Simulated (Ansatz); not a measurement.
# C2H4AlNSe: a ladder of functionals and wavefunction methods

The task here is to estimate one member of a computed series from the others.

Program: Ansatz 0.2.0, Gaussian basis. Level of theory: functionals in def2-TZVPP, the program's frozen cores in correlated methods. These are calculated values, not measurements.

Plan: PBE-D4, r2SCAN-D4, PBE0-D4, B3LYP-D4, ωB97X-V, ωB97M-V, B2PLYP; CCSD(T)/def2-TZVPP; MP2/def2-QZVPP; extrapolation to the limit.

## Structure used throughout

All runs share one geometry, relaxed beforehand with PBE0-D4 in a triple-zeta def2 set.

SMILES `[Se]=[C]1C[NH][AlH]1`, 9 atoms, charge 0, spin multiplicity 1.

Atoms are counted from 1 here; the program's logs count them from 0.

Bond lengths: Se1–C2 1.748 Å, C2–C3 1.521 Å, C2–Al5 1.973 Å, C3–N4 1.470 Å, C3–H6 1.099 Å, C3–H7 1.099 Å, N4–Al5 1.770 Å, N4–H8 1.005 Å, Al5–H9 1.577 Å. Angles: Se1–C2–C3 126.5°, Se1–C2–Al5 146.7°, C3–C2–Al5 86.7°, C2–C3–N4 101.0°, C2–C3–H6 110.4°, C2–C3–H7 110.4°, N4–C3–H6 113.7°, N4–C3–H7 113.7°, H6–C3–H7 107.6°, C3–N4–Al5 96.3°, C3–N4–H8 117.9°, Al5–N4–H8 145.8°, C2–Al5–N4 76.0°, C2–Al5–H9 147.3°, N4–Al5–H9 136.7°.

As a file:

```
atom    x (Å)    y (Å)    z (Å)
 Se1   0.2425   1.6975  -2.2841
  C2  -0.0685   0.7694  -0.8358
  C3   0.7415  -0.4134  -0.3277
  N4   0.0025  -0.7543   0.8968
 Al5  -1.2212   0.5149   0.7446
  H6   0.7530  -1.2192  -1.0745
  H7   1.7830  -0.1146  -0.1454
  H8   0.3348  -1.5268   1.4467
  H9  -2.4789   1.0001   1.5622
```

Set-up of the first run:

Input file in.yaml:

```yaml
crystal:
  periodic: [false, false, false]
  atoms:
    - {symbol: Se, position_ang: [0.242463, 1.697501, -2.284053]}
    - {symbol: C, position_ang: [-0.068549, 0.769368, -0.835761]}
    - {symbol: C, position_ang: [0.741486, -0.413379, -0.327703]}
    - {symbol: N, position_ang: [0.002492, -0.754272, 0.896782]}
    - {symbol: Al, position_ang: [-1.221191, 0.514928, 0.744611]}
    - {symbol: H, position_ang: [0.752984, -1.219177, -1.074521]}
    - {symbol: H, position_ang: [1.782970, -0.114622, -0.145405]}
    - {symbol: H, position_ang: [0.334776, -1.526770, 1.446709]}
    - {symbol: H, position_ang: [-2.478931, 1.000123, 1.562241]}
basis:
  gaussian: {orbitals: def2-TZVPP}
hamiltonian: {xc: pbe, dispersion: d4}
output: {forces: true, orbitals: {seedname: orbitals}}
```

The run is started by

```bash
$ ansatz run in.yaml --threads 4 --pin off --events-out ev --progress --plain --max-ram 10444MiB
```

Steps of the session up to this table: PBE-D4 (GGA); r2SCAN-D4 (meta-GGA); PBE0-D4 (hybrid); B3LYP-D4 (hybrid); ωB97X-V (range-separated); ωB97M-V (range-separated); B2PLYP (double hybrid); CCSD(T) in def2-TZVPP; MP2 in def2-QZVPP.

One table of the session follows, with a row left open; its other results are not shown here.

```
            method  atomisation energy (kcal/mol)
            PBE-D4                          785.9
         r2SCAN-D4                          762.7
           PBE0-D4                          764.4
          B3LYP-D4                          759.4
           ωB97X-V                          761.9
           ωB97M-V                          760.0
            B2PLYP                          751.1
     HF/def2-TZVPP                          506.9
    MP2/def2-TZVPP                              ?
   CCSD/def2-TZVPP                          717.6
CCSD(T)/def2-TZVPP                          735.9
           MP2/CBS                          780.4
       CCSD(T)/CBS                          761.3
```

Estimate the missing values for MP2/def2-TZVPP.

The run gave: atomisation energy (kcal/mol): 754.9. In the column «atomisation energy (kcal/mol)» it lies between B2PLYP (751.1) and B3LYP-D4 (759.4).

Caveats from the session: Free atoms (1 Se, 2 C, 1 N, 1 Al, 4 H) were run apart at each level; the atomisation energy is their sum less the molecule, without zero-point or spin-orbit terms.
